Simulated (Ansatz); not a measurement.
Working through the interaction energy of a dimer with the counterpoise correction of CH4BI, SMILES CBI

With the Ansatz DFT code, driven from Python.

At the Python prompt:
```pycon
>>> import ansatz as az
>>> BASIS = 'def2-SVP'
>>> LEVEL = 'mp2'
>>> FIRST = [
...     ('C', (-0.6223, -0.05, -0.3967)),
...     ('B', (0.6468, -0.2495, 0.4337)),
...     ('I', (1.8208, 1.468, 1.0975)),
...     ('H', (-1.3086, 0.6145, 0.1822)),
...     ('H', (-0.4165, 0.5247, -1.3636)),
...     ('H', (-1.1387, -0.9642, -0.6584)),
...     ('H', (1.0188, -1.3436, 0.7052)),
... ]
>>> SECOND = [
...     ('C', (-0.4887, 0.2322, 4.2136)),
...     ('B', (0.1975, 1.5321, 4.6369)),
...     ('I', (1.4205, 1.6045, 6.4445)),
...     ('H', (0.2996, -0.5524, 4.1099)),
...     ('H', (-1.186, -0.1692, 5.0261)),
...     ('H', (-1.0556, 0.2997, 3.2944)),
...     ('H', (0.0516, 2.5218, 3.9977)),
... ]
>>> def energy(atoms, ghosts=()):
...     molecule = az.Crystal.molecule()
...     for symbol, xyz in atoms:
...         molecule = molecule.atom(symbol, xyz)
...     calc = (
...         molecule.calculation()
...         .basis(gaussian=BASIS)
...         .correlation(LEVEL)
...     )
...     deck = calc.input()
...     if ghosts:
...         deck = deck.set(az.key.basis.gaussian.ghost_atoms, [{'symbol': s, 'position_ang': list(xyz)} for s, xyz in ghosts])
...     return az.Session.from_dict(deck).plan().execute().report['free_energy_ev']
...
>>> both = energy(FIRST + SECOND)

>>> alone = energy(FIRST) + energy(SECOND)
>>> ghosted = energy(FIRST, SECOND) + energy(SECOND, FIRST)
>>> print(f'dimer {both:.6f} eV')
dimer -19693.277494 eV
>>> print(f'interaction, uncorrected   {(both - alone):8.3f} eV')
interaction, uncorrected     -0.074 eV
>>> print(f'interaction, counterpoise  {(both - ghosted):8.3f} eV')
interaction, counterpoise    -0.028 eV
>>> print(f'basis-set superposition    {(alone - ghosted):8.3f} eV')
basis-set superposition       0.046 eV
```

Uncorrected it is -0.074 eV, with the counterpoise correction -0.028 eV; the difference, 0.05 eV, is the superposition error.

Reading the output:
- Total energies depend on the basis set; only differences at equal settings carry meaning.
- The dimer is a generated trial pose of unrelaxed monomers, not a minimum, so the figure is no binding energy, and the basis set is small.
- def2 sets replace the cores of elements past krypton by effective core potentials.
- Hardware and time: 15 s on 1 thread of Arm Neoverse V2 (shared host), peak memory 0.42 GiB.

(Lines on the test bed's own set-up are left out of the output.)
